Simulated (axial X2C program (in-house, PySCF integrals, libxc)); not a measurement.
# IO: EOM-IP-CCSD levels

Wanted for IO: EOM-IP-CCSD levels, at the two-component level.

Method: two-component X2C with atomic mean-field terms, I dyall-acv3z, O dyall-av3z; program: an in-house X2C program for linear molecules on PySCF integrals.

All values are calculated.

**1. Set-up**

The input, task.json:

```json
{"zs": [53, 8], "q": 0, "bas": ["dyall-acv3z", "dyall-av3z"], "r0": 1.96, "eom": "ip", "rq": -1, "thr": -2.0, "nmax": 95, "grid": [1, 0.96, 1.045, 0.92, 1.09, 1.15]}
```

Keys: zs atomic numbers; q charge; bas basis sets; r0 starting distance in Å; eom kind of EOM run; thr threshold in hartree for freezing inner shells (an s shell follows its p shell); nmax most natural virtual spinors; grid distances as factors.

The run is started by

```sh
python soeom.py task.json out
```

Further steps of the session: EOM-IP-CCSD at 1.925 Å.

Before running it: what results should come out? Wanted: next root led by one particle; T1 of the reference; lowest state, Re and ωe.

**Answer**, as computed:

```
                     quantity                            value
       lowest root at 1.925 Å                Ω = 3/2, 2.265 eV
next root led by one particle  Ω = 1/2, about 1990 cm⁻¹ higher
          T1 of the reference                            0.017
      lowest state, Re and ωe                1.870 Å, 711 cm⁻¹
```

**Reading.** Removing an electron from the reference determinant of IO⁻ costs 2.27 eV and empties a spinor of 51% O pπ, 36% I pπ, 8% I dπ. Errors of 0.1 to 0.3 eV are usual at this size, and roots led by higher excitations are left out, so the list is incomplete, and low states of that kind can be missing. The bond is 0.066 Å shorter than in the closed-shell reference at CCSD (1.936 Å).
